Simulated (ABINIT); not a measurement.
Here is an ABINIT 10.8.3 (patched build) calculation.

run.abi

```
# Pseudopotentials
pp_dirpath "./"
pseudos "Ta.GGA_PBE-ansatz.xml, Ge.GGA_PBE-ansatz.xml"

# Structure
acell 3.91540489 3.9154048918 5.00271687 Angstrom
rprim
     1.0000000000     0.0000000000     0.0000000000
    -0.5000000011     0.8660254032     0.0000000000
     0.0000000000     0.0000000000     1.0000000000
ntypat 2
znucl 73 32
natom 4
typat 1 1 2 2
xcart
     0.0000000000     0.0000000000     0.0000000000
     0.0000000000     0.0000000000     4.7268823817
    -0.0000000433     4.2718394356     2.3634411908
     3.6995214884     2.1359196858     7.0903235725

# Plane-wave basis
ecut 380.959407 eV
pawecutdg 28.0
pawxcdev 0
pawovlp 30

# k points
kptopt 4
ngkpt 6 6 4
nshiftk 1
shiftk 0.0 0.0 0.0

# Exchange and correlation
ixc -116133

# Bands and occupations
nband 66
occopt 3
tsmear 0.00183747

# Spin
nspinor 2
nspden 1
pawspnorb 1

# SCF cycle
nstep 100
tolvrs 1.0e-9

# Output
iomode 3
prtwf 0
prtden 0
prteig 0
prtebands 0
enunit 2
```

Potentials or basis: Ansatz PAW PBE default generated set, frozen core.

Command:

```console
$ abinit run.abi > log 2>&1
```

What does it give for the band gap on the k mesh?

None (metal or under the smearing width).

Estimate the pressure.

31.2 GPa.

Stress tensor (GPa, compression positive):
```
13.37  0.00  0.00
 0.00 13.37  0.00
 0.00  0.00 66.74
```

Caveat: a pressure of tens of GPa on the cell as given is suspect, and the run, the potentials or the cell itself is likely at fault; the PAW data sets were made with another functional, which shifts forces and pressure a little; the atomic spheres overlap.
